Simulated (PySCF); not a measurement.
# H4O2Sm (Sm(H2O)23+): the cost of one run

The runs use PySCF 2.14.0; PBE0, Sm lcecp-1-SVP with ECP51, O def2-SVP, H def2-SVP; scalar-relativistic core potentials, no spin–orbit coupling.

1 further run of the same task is left out (for a known fault of the program).

### Step 1. The system as given

7 atoms, charge 3, spin multiplicity 1.

Bond lengths: Sm1–O2 2.498 Å, Sm1–O5 2.498 Å, O2–H3 0.970 Å, O2–H4 0.970 Å, O5–H6 0.970 Å, O5–H7 0.970 Å. Angles: O2–Sm1–O5 180.0°, Sm1–O2–H3 127.5°, Sm1–O2–H4 127.5°, H3–O2–H4 105.1°, Sm1–O5–H6 127.5°, Sm1–O5–H7 127.5°, H6–O5–H7 105.1°.

As a file:

```xyz
7
H4O2Sm
Sm    0.00000    0.00000    0.00000
O     0.00000    0.00000    2.49750
H     0.54450    0.54450    3.08750
H    -0.54450   -0.54450    3.08750
O     0.00000    0.00000   -2.49750
H     0.54450   -0.54450   -3.08750
H    -0.54450    0.54450   -3.08750
```

Formal oxidation states: Sm +3. Each metal's 5 4f electrons lie in its core potential, so multiplicities, spins and levels count the valence alone.

### Step 2. SCF at the start, singlet

File run.py (the lines that set the calculation):

```python
mol = gto.M(atom='''
Sm     0.00000     0.00000     0.00000
O      0.00000     0.00000     2.49750
H      0.54450     0.54450     3.08750
H     -0.54450    -0.54450     3.08750
O      0.00000     0.00000    -2.49750
H      0.54450    -0.54450    -3.08750
H     -0.54450     0.54450    -3.08750''',
    basis={'Sm': 'lcecp-1-SVP', 'O': 'def2-SVP', 'H': 'def2-SVP'},
    ecp={'Sm': 'lcecp-1-SVP'},
    charge=3, spin=0)
mf = dft.RKS(mol, xc='PBE0')
mf.grids.atom_grid = (50, 194)  # f atoms: unpruned, at least (60, 302)
mf = mf.density_fit()  # fitting sets: Sm AutoAux, O def2-universal-JKFIT, H def2-universal-JKFIT
mf.conv_tol = 1e-08; mf.max_cycle = 55
mf.kernel(dm0)  # dm0: free metal ions and neutral atoms
```

Run with:

```
$ OMP_NUM_THREADS=2 python run.py
```

What time and memory should one allow on 2 threads of Intel Xeon Platinum 8488C (Sapphire Rapids), shared host?

About 2.5 s, with a peak of 0.49 GiB.
